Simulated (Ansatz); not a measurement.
# BSiGeH (singlet): the correlation ladder at a displaced geometry (v1), cc-pVDZ

The task here is to estimate one member of a computed series from the others.

Program: Ansatz 0.2.0, Gaussian basis. Level of theory: cc-pVDZ, core rule «outside noble gas», up to 20 orbitals frozen. These are calculated values, not measurements.

The runs, in order: UHF; CCSD(T) on RHF; CCSD(T) on UHF; BCCD(T) on RHF; CISD; CCSDT(Q) on RHF; CCSDT(Q) on UHF; CASSCF and MRCISD+Q, 8 electrons in 8 orbitals; CASSCF and NEVPT2, 8 electrons in 8 orbitals.

18 further runs of the same task are left out: 4 that didn't finish, 14 set aside as unsound or not needed.

## What is computed

The geometry is a PBE0/def2-TZVP stationary point (not a proven minimum) with its atoms shifted at random (size 0.040 Å). No spin-orbit coupling is included. The filled d shell of Ge may be among the frozen orbitals whatever the setting's name suggests; the logs give the count.

4 atoms, charge 0, spin multiplicity 1.

Atoms are counted from 1 here; the program's logs count them from 0.

Bond lengths: Ge1–B2 1.819 Å, Ge1–Si3 2.576 Å, Ge1–H4 1.524 Å, B2–Si3 1.855 Å. Angles: B2–Ge1–Si3 46.1°, B2–Ge1–H4 176.1°, Si3–Ge1–H4 137.3°, Ge1–B2–Si3 89.0°, Ge1–Si3–B2 44.9°.

As a file:

```xyz
4
BGeHSi
Ge   -0.01118   -0.06503    0.76016
B    -0.01202    1.15593   -0.58867
Si    0.03595   -0.24017   -1.80930
H    -0.06683   -1.02004    1.94598
```

Set-up of the first run:

Input file in.yaml:

```yaml
crystal:
  periodic: [false, false, false]
  atoms:
    - {symbol: Ge, position_ang: [-0.011183, -0.065026, 0.760158]}
    - {symbol: B, position_ang: [-0.012016, 1.155935, -0.588667]}
    - {symbol: Si, position_ang: [0.035948, -0.240167, -1.809304]}
    - {symbol: H, position_ang: [-0.066829, -1.020035, 1.945976]}
basis:
  gaussian: {orbitals: cc-pVDZ}
magnetization: {spin_polarized: true, initial_magnetization: 0}
hamiltonian: {xc: hf}
output: {orbitals: {seedname: orbitals}}
```

On the command line:

```bash
> ansatz run in.yaml --threads 1 --pin off --events-out ev --progress --plain --max-ram 2393MiB
```

Steps of the session up to this table: UHF; CCSD(T) on RHF; CCSD(T) on UHF; BCCD(T) on RHF; CISD; CCSDT(Q) on RHF; CCSDT(Q) on UHF; CASSCF and MRCISD+Q, 8 electrons in 8 orbitals; CASSCF and NEVPT2, 8 electrons in 8 orbitals.

One table of the session follows, with a row left open; its other results are not shown here.

```
           method  from RCCSDT(Q) (kcal/mol)
              RHF                    +192.25
              UHF                    +190.27
             RMP2                     +30.00
             UMP2                     +42.38
             CISD                     +36.13
            RCCSD                     +14.47
            UCCSD                     +15.12
         RCCSD(T)                      +1.86
         UCCSD(T)                      +3.09
          BCCD(T)                      +1.73
           RCCSDT                      +1.35
           UCCSDT                      +1.45
        RCCSDT(Q)                          0
        UCCSDT(Q)                      -0.05
  CASSCF frontier                    +137.50
  NEVPT2 frontier                     +32.48
  MRCISD frontier                     +18.22
MRCISD+Q frontier                          ?
```

**Question.** Estimate the row for MRCISD+Q frontier.

As computed: from RCCSDT(Q) (kcal/mol): +3.24. In the column «from RCCSDT(Q) (kcal/mol)» it lies between UCCSD(T) (+3.09) and RCCSD (+14.47).

Limits of these values: The determinant is far from a pure spin state, so its energy mixes those of several spin states (harmless only where they are near-degenerate, as at dissociation). Warnings: restricted reference is unstable; spin contamination; large T1 diagnostic. Restricted and unrestricted rows rest on different reference determinants; where their highest levels disagree by more than a few hundredths of an eV, they describe different states and don't form one ladder.
